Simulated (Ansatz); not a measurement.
# CH2FNOSi: one species, many methods

One table from this session's results is given with a row withheld; the runs are named, their logs left out.

The runs use Ansatz 0.2.0, Gaussian basis; functionals in def2-TZVPP, the program's frozen cores in correlated methods.

Plan: LDA (SPW92), PBE-D4, revPBE-D4, BLYP-D4, r2SCAN-D4, B97M-V, PBE0-D4, B3LYP-D4, r2SCANh-D4, r2SCAN0-D4, HSE06-D4, BHLYP-D4, CAM-B3LYP-D4, LC-ωPBE, ωB97X-V, ωB97M-V, B2PLYP, PBE-QIDH; CCSD(T)/def2-SVP; CCSD(T)/def2-TZVPP; MP2/def2-QZVPP; extrapolation to the limit; RPA on PBE.

## Structure used throughout

The geometry comes from an earlier relaxation with PBE0-D4 in a triple-zeta def2 set; it is a stationary point, not always the lowest conformer.

SMILES `O=C=N[SiH2]F`, 7 atoms, charge 0, spin multiplicity 1.

Atoms are counted from 1 here; the program's logs count them from 0.

Bond lengths: O1–C2 1.162 Å, C2–N3 1.194 Å, N3–Si4 1.694 Å, Si4–F5 1.591 Å, Si4–H6 1.475 Å, Si4–H7 1.475 Å. Angles: O1–C2–N3 178.4°, C2–N3–Si4 166.0°, N3–Si4–F5 109.2°, N3–Si4–H6 109.0°, N3–Si4–H7 109.0°, F5–Si4–H6 108.2°, F5–Si4–H7 108.2°, H6–Si4–H7 113.2°.

Geometry (Å):

```xyz
7
CH2FNOSi
O    -0.57380   -2.90803   -0.55205
C    -0.30687   -1.81689   -0.25610
N    -0.01900   -0.70620    0.07606
Si    0.21213    0.96832    0.18886
F    -0.42020    1.67103   -1.09102
H    -0.49032    1.47027    1.38483
H     1.65927    1.25360    0.20370
```

The first run:

File in.yaml:

```yaml
crystal:
  periodic: [false, false, false]
  atoms:
    - {symbol: O, position_ang: [-0.573800, -2.908035, -0.552047]}
    - {symbol: C, position_ang: [-0.306866, -1.816886, -0.256095]}
    - {symbol: N, position_ang: [-0.019004, -0.706205, 0.076060]}
    - {symbol: Si, position_ang: [0.212126, 0.968324, 0.188864]}
    - {symbol: F, position_ang: [-0.420205, 1.671029, -1.091018]}
    - {symbol: H, position_ang: [-0.490323, 1.470275, 1.384834]}
    - {symbol: H, position_ang: [1.659273, 1.253597, 0.203702]}
basis:
  gaussian: {orbitals: def2-TZVPP}
hamiltonian: {xc: lda}
output: {orbitals: {seedname: orbitals}}
```

Among the steps run: LDA; PBE-D4 (GGA); revPBE-D4 (GGA); BLYP-D4 (GGA); r2SCAN-D4 (meta-GGA); B97M-V (meta-GGA); PBE0-D4 (hybrid); B3LYP-D4 (hybrid); r2SCANh-D4 (hybrid); r2SCAN0-D4 (hybrid); HSE06-D4 (hybrid); BHLYP-D4 (hybrid); CAM-B3LYP-D4 (range-separated); LC-ωPBE-D4 (range-separated; the results give it without D4); ωB97X-V (range-separated); ωB97M-V (range-separated); B2PLYP (double hybrid); PBE-QIDH (double hybrid).

One of the session's tables, all rows but one given; the rest of the session is left out.

It belongs to the step «Orbital energies across the functionals». 

| functional | HOMO (eV) | gap (eV) |
| --- | --- | --- |
| LDA (SPW92) | -7.71 | 6.15 |
| PBE-D4 | -7.56 | 6.30 |
| revPBE-D4 | -7.49 | 6.36 |
| BLYP-D4 | -7.44 | 6.32 |
| r2SCAN-D4 | -7.88 | 7.00 |
| B97M-V | -7.93 | 6.98 |
| PBE0-D4 | ? | ? |
| B3LYP-D4 | -8.72 | 8.16 |
| r2SCANh-D4 | -8.40 | 7.84 |
| r2SCAN0-D4 | -9.18 | 9.10 |
| HSE06-D4 | -8.55 | 7.85 |
| BHLYP-D4 | -10.27 | 10.90 |
| CAM-B3LYP-D4 | -10.32 | 11.03 |
| LC-ωPBE | -11.63 | 13.55 |
| ωB97X-V | -11.28 | 13.10 |
| ωB97M-V | -11.16 | 12.72 |

Q: Estimate the row for PBE0-D4 from the others.

As computed: HOMO (eV): -8.95; gap (eV): 8.63. In the column «HOMO (eV)» it lies between r2SCAN0-D4 (-9.18) and B3LYP-D4 (-8.72).
